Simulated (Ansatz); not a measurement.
# CuO: the cost of one run

Method: DFT PBEsol+U (U_eff = 4 eV on Cu d), plane waves, PAW, in Ansatz 0.2.0.

2 further runs of the same task are left out: 2 that didn't finish.

## Step 1: The structure to begin with

Symmetry: P4/nmm, No. 129, tetragonal system. Conventional cell: a = 3.175 Å, b = 3.175 Å, c = 4.650 Å, α = 90.00°, β = 90.00°, γ = 90.00°. Cu (site symmetry -4m2) has 4 O at 2.02 Å and 4 Cu at 2.25 Å as nearest neighbours. Around O (site symmetry 4mm) lie 4 Cu at 2.02 Å.

As a file:

```
Cu O
1.0
     3.17550    0.00000    4.64953
     0.00000    3.17550    4.64953
     0.00000    0.00000    9.29906
Cu O
4 4
Direct
  0.00000 0.00000 0.00000
  0.50000 0.50000 0.50000
  0.00000 0.00000 0.50000
  0.50000 0.50000 0.00000
  0.50000 0.00000 0.88350
  0.00000 0.50000 0.11650
  0.50000 0.00000 0.38350
  0.00000 0.50000 0.61650
```

An earlier series on this cell reached its lowest free state from «ferromagnetic start, free, natural orbitals of the symmetric run filled by rank», perhaps among other starts.

## Step 2: Site moments held (series factor 0.95; the input gives the size)

input.yaml

```yaml
crystal:
  lattice:
    - [3.1754955, 0.0, 4.64953187]
    - [0.0, 3.1754955, 4.64953187]
    - [0.0, 0.0, 9.29906374]
  atoms:
    - { symbol: Cu, position: [0.0, 0.0, 0.0], spin: 0.37 }
    - { symbol: Cu, position: [0.5, 0.5, 0.5], spin: 0.37 }
    - { symbol: O, position: [0.5, 0.0, 0.8835] }
    - { symbol: O, position: [0.0, 0.5, 0.1165] }
    - { symbol: Cu, position: [0.0, 0.0, 0.5], spin: 0.37 }
    - { symbol: Cu, position: [0.5, 0.5, 0.0], spin: 0.37 }
    - { symbol: O, position: [0.5, 0.0, 0.3835] }
    - { symbol: O, position: [0.0, 0.5, 0.6165] }
basis:
  ecutwfc: 420
  ecutrho_ratio: 4
kpoints:
  mp_grid: { grid: [6, 6, 6] }
hamiltonian:
  xc: pbesol
  hubbard:
    sites:
      - { site: 0, l: d, u_eff: 4.0, starting_ns: [{ spin: up, occupation_matrix: s0up }, { spin: down, occupation_matrix: s0down }] }
      - { site: 1, l: d, u_eff: 4.0, starting_ns: [{ spin: up, occupation_matrix: s1up }, { spin: down, occupation_matrix: s1down }] }
      - { site: 4, l: d, u_eff: 4.0, starting_ns: [{ spin: up, occupation_matrix: s4up }, { spin: down, occupation_matrix: s4down }] }
      - { site: 5, l: d, u_eff: 4.0, starting_ns: [{ spin: up, occupation_matrix: s5up }, { spin: down, occupation_matrix: s5down }] }
    occupation_matrices:
      s0up:
        matrix:
          - [0.97, 0.0, 0.0, 0.0, 0.0]
          - [0.0, 0.97, 0.0, 0.0, 0.0]
          - [0.0, 0.0, 0.97, 0.0, 0.0]
          - [0.0, 0.0, 0.0, 0.97, 0.0]
          - [0.0, 0.0, 0.0, 0.0, 0.97]
      s0down:
        matrix:
          - [0.97, 0.0, 0.0, 0.0, 0.0]
          - [0.0, 0.02, 0.0, 0.0, 0.0]
          - [0.0, 0.0, 0.97, 0.0, 0.0]
          - [0.0, 0.0, 0.0, 0.97, 0.0]
          - [0.0, 0.0, 0.0, 0.0, 0.97]
      s1up:
        matrix:
          - [0.97, 0.0, 0.0, 0.0, 0.0]
          - [0.0, 0.97, 0.0, 0.0, 0.0]
          - [0.0, 0.0, 0.97, 0.0, 0.0]
          - [0.0, 0.0, 0.0, 0.97, 0.0]
          - [0.0, 0.0, 0.0, 0.0, 0.97]
      s1down:
        matrix:
          - [0.97, 0.0, 0.0, 0.0, 0.0]
          - [0.0, 0.02, 0.0, 0.0, 0.0]
          - [0.0, 0.0, 0.97, 0.0, 0.0]
          - [0.0, 0.0, 0.0, 0.97, 0.0]
          - [0.0, 0.0, 0.0, 0.0, 0.97]
      s4up:
        matrix:
          - [0.97, 0.0, 0.0, 0.0, 0.0]
          - [0.0, 0.97, 0.0, 0.0, 0.0]
          - [0.0, 0.0, 0.97, 0.0, 0.0]
          - [0.0, 0.0, 0.0, 0.97, 0.0]
          - [0.0, 0.0, 0.0, 0.0, 0.97]
      s4down:
        matrix:
          - [0.97, 0.0, 0.0, 0.0, 0.0]
          - [0.0, 0.02, 0.0, 0.0, 0.0]
          - [0.0, 0.0, 0.97, 0.0, 0.0]
          - [0.0, 0.0, 0.0, 0.97, 0.0]
          - [0.0, 0.0, 0.0, 0.0, 0.97]
      s5up:
        matrix:
          - [0.97, 0.0, 0.0, 0.0, 0.0]
          - [0.0, 0.97, 0.0, 0.0, 0.0]
          - [0.0, 0.0, 0.97, 0.0, 0.0]
          - [0.0, 0.0, 0.0, 0.97, 0.0]
          - [0.0, 0.0, 0.0, 0.0, 0.97]
      s5down:
        matrix:
          - [0.97, 0.0, 0.0, 0.0, 0.0]
          - [0.0, 0.02, 0.0, 0.0, 0.0]
          - [0.0, 0.0, 0.97, 0.0, 0.0]
          - [0.0, 0.0, 0.0, 0.97, 0.0]
          - [0.0, 0.0, 0.0, 0.0, 0.97]
    ns_hold: { iters: 8 }
scf:
  occupations: { method: gaussian, width: 0.05 }
  lower_state_search: "off"
  max_iter: 150
output:
  forces: true
  stress: true
  eigenvalues: true
  populations: true
  hubbard:
    sites:
      - { site: 0, l: d }
      - { site: 1, l: d }
      - { site: 4, l: d }
      - { site: 5, l: d }
magnetization:
  spin_polarized: true
  spin_locking: { lock_spins: true }
```

The typed matrices put 0.97 on the chosen orbitals and 0.02 on the others, and are held for 8 cycles. The lock stays on to the end, so the result is a constrained state.

Command:

```bash
$ ansatz run input.yaml --threads 4 --pin off --max-ram 6144MiB --backend cpu --events-out ev --progress --plain --runs-dir out
```

Q: Estimate wall time and peak memory on 4 threads of Arm Neoverse V1, shared host.

About 40 s, with a peak of 0.77 GiB.
